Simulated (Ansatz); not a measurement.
# GeSO (singlet): from Hartree-Fock to the top rungs at a displaced geometry (v1), cc-pVDZ

Aim: climb from Hartree-Fock through coupled cluster for GeSO (singlet) at one geometry and basis, and see what each rung misses.

Computed with Ansatz 0.2.0, Gaussian basis. Level: cc-pVDZ, core rule «outside noble gas», up to 20 orbitals frozen.

To be run: UHF; CCSD(T) on RHF; BCCD(T) on RHF; CISD; CCSDT(Q) on RHF.

20 further runs of the same task are left out: 4 for a known fault of the program, 6 that didn't finish, 10 set aside as unsound or not needed.

## 1. What is computed

The geometry is a PBE0/def2-TZVP stationary point (not a proven minimum) with its atoms shifted at random (size 0.040 Å). No spin-orbit coupling is included. The filled d shell of Ge may be among the frozen orbitals whatever the setting's name suggests; the logs give the count.

3 atoms, charge 0, spin multiplicity 1.

Atoms are counted from 1 here; the program's logs count them from 0.

Bond lengths: Ge1–S2 2.180 Å, Ge1–O3 1.816 Å, S2–O3 1.696 Å. Angles: S2–Ge1–O3 49.2°, Ge1–S2–O3 54.1°, Ge1–O3–S2 76.7°.

## 2. UHF

The input, in.yaml:

```yaml
crystal:
  periodic: [false, false, false]
  atoms:
    - {symbol: Ge, position_ang: [-0.006026, 0.112738, 0.750092]}
    - {symbol: S, position_ang: [-0.006859, 0.315664, -1.420260]}
    - {symbol: O, position_ang: [0.041105, -1.144483, -0.559152]}
basis:
  gaussian: {orbitals: cc-pVDZ}
magnetization: {spin_polarized: true, initial_magnetization: 0}
hamiltonian: {xc: hf}
output: {orbitals: {seedname: orbitals}}
```

On the command line:

```sh
ansatz run in.yaml --threads 1 --pin off --events-out ev --progress --plain --max-ram 2393MiB
```

The runs that follow: CCSD(T) on RHF; BCCD(T) on RHF; CISD; CCSDT(Q) on RHF.

Q: Predict the results of all the runs planned. Wanted: RCCSDT(Q) below the RHF energy; RMP2 from RCCSDT(Q); RCCSD from RCCSDT(Q); RCCSD(T) from RCCSDT(Q); T1 diagnostic.

As calculated:

```
                         quantity        value
   RCCSDT(Q) below the RHF energy  -11.5419 eV
              RMP2 from RCCSDT(Q)  +1008.5 meV
             RCCSD from RCCSDT(Q)   +505.6 meV
          RCCSD(T) from RCCSDT(Q)    +79.9 meV
levels within 1 kcal/mol (43 meV)         none
                    T1 diagnostic        0.023
```

RCCSD(T) lands +79.9 meV from the yardstick (0.7 % of the correlation energy). These misses are within one basis, not against nature.
